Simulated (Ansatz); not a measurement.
# Ba (Ba, omega (AlB2-type)): the cost of one run

Computed with Ansatz 0.2.0 (DFT r2SCAN, plane waves (500 eV) with PAW, scalar-relativistic; the PAW data stem from PBE, with regenerated cores, unless a step says otherwise).

1 further run of the same task is left out (for a known fault of the program).

## 1. The starting structure

It takes space group P6/mmm (No. 191, hexagonal). The conventional cell has a = 7.321 Å, b = 7.321 Å, c = 4.296 Å, α = 90.00°, β = 90.00°, γ = 120.00°. Ba (site symmetry 6/mmm) has 2 Ba at 4.30 Å as nearest neighbours. Around Ba (site symmetry -6m2) lie 5 Ba at 4.23 to 4.30 Å.

Coordinates:

```
CELL_PARAMETERS angstrom
7.32055 0.00000 0.00000
-3.66028 6.33979 0.00000
0.00000 0.00000 4.29597
ATOMIC_POSITIONS crystal
Ba 0.00000 0.00000 0.00000
Ba 0.33333 0.66667 0.50000
Ba 0.66667 0.33333 0.50000
```

## 2. Single point on a dense mesh

input.yaml reads:

```yaml
crystal:
  lattice:
    - [7.3205535869, 0.0, 0.0]
    - [-3.6602767934, 6.339785376, 0.0]
    - [0.0, 0.0, 4.2959746262]
  atoms:
    - { symbol: Ba, position: [1.0, 0.0, 1.0] }
    - { symbol: Ba, position: [0.3333333333, 0.6666666667, 0.5] }
    - { symbol: Ba, position: [0.6666666667, 0.3333333333, 0.5] }
hamiltonian:
  xc: r2scan
  pseudopotentials:
    kind: paw
    azcp:
      Ba: "pseudopotentials/Ba.paw.azcp"
basis:
  ecutwfc: 500
  fft_grid_basis: typed
kpoints:
  mp_grid: { grid: [7, 7, 10], shift: [0, 0, 0] }
magnetization:
  spin_polarized: false
scf:
  occupations: { method: fermi_dirac, width: 0.1 }
```

The run is started by

```bash
> ansatz run input.yaml --threads 1 --pin off --max-ram 3584MiB --backend cpu --events-out ev --progress --plain --runs-dir out
```

What time and memory should one allow on 1 thread of Intel Xeon Platinum 8259CL at 2.50GHz (Skylake/Cascade Lake), shared host?

About 48 s, with a peak of 1 GiB.
